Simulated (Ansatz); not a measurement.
Crystal: Sc3Te.

```xyz
4
Lattice="0.0000 3.5695 3.5695 3.5695 0.0000 3.5695 3.5695 3.5695 0.0000" Properties=species:S:1:pos:R:3 pbc="T T T"
Sc    1.7848    1.7848    1.7848
Sc    5.3543    5.3543    5.3543
Sc    3.5695    3.5695    3.5695
Te    0.0000    0.0000    0.0000
```

The cell was built by a generator and needn't be a form met in nature.

Base run:

```yaml
Program: Ansatz 0.2.0
Functional: PBE
Potentials_or_basis: Ansatz PAW
Cutoff: "420 eV (not typed: the program's choice for these potentials)"
k_mesh: 5 × 5 × 5
Occupations: fermi-dirac, width 0.05 eV
Spin: no spin polarisation
Hubbard_terms: Sc d U = 6 eV
```

Its results: band gap on the k mesh none (metal or under the smearing width); pressure 11.7 GPa.

Q: The run is repeated on the same cell with these changes: hubbard terms from Sc d U = 6 eV to Sc d U = 8 eV. What comes out?

A: Band gap on the k mesh none (metal or under the smearing width); pressure 17.0 GPa.

Caveats: U without spin polarisation on a metal has little footing; the U is typed as a test and isn't derived for this compound.
